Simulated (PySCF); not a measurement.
# C4H6BN: the cost of one run

Programs: PySCF 2.14.0, with density-fitted response routines of our own. Each step states its level of theory. These are calculated values for one molecule in the gas phase, unless marked as measured. Atoms are numbered from 0 throughout.

## 1. The molecule as given

12 atoms, charge 0, multiplicity 1; geometry from: GFN2-xTB. The atoms were then displaced at random by about 0.01 Å, so the start is not that level's minimum.

Bonds of the start (Å): B0–N1 1.44, N1–C2 1.39, C2–C3 1.30, C3–C4 1.44, C4–C5 1.35, C5–N1 1.37, B0–H6 1.14, B0–H7 1.19, C2–H8 1.08, C3–H9 1.10, C4–H10 1.08, C5–H11 1.08.

## 2. Relaxing the molecule at PBE0-D3(BJ)/def2-SVP

What the job is given:

```
{"job": {"xc": "PBE0", "basis": "def2-SVP", "d3": "d3bj", "grid": 1, "shake": 0.01, "kind": "geom"}, "charge": 0, "multiplicity": 1}
B      2.029350    -0.186400     0.128200
N      0.603310    -0.054030     0.033260
C     -0.135200     1.106270    -0.190650
C     -1.405990     0.824560    -0.206700
C     -1.568240    -0.588460    -0.000070
C     -0.315160    -1.070580     0.147590
H      2.490400    -1.215670     0.310510
H      2.674220     0.809080     0.003570
H      0.386080     2.052840    -0.285550
H     -2.248770     1.510810    -0.340880
H     -2.493010    -1.136540     0.060460
H      0.022690    -2.080170     0.331220
```

The run is started by

```bash
$ OMP_NUM_THREADS=1 python probes_run.py task.json out
```

One launch serves the whole session: the jobs run in the order shown.

**Question.** How long does this first job take on 1 thread of Arm Neoverse V1, shared host, and how much memory does it need?

About 32 s, with a peak of 0.48 GiB.
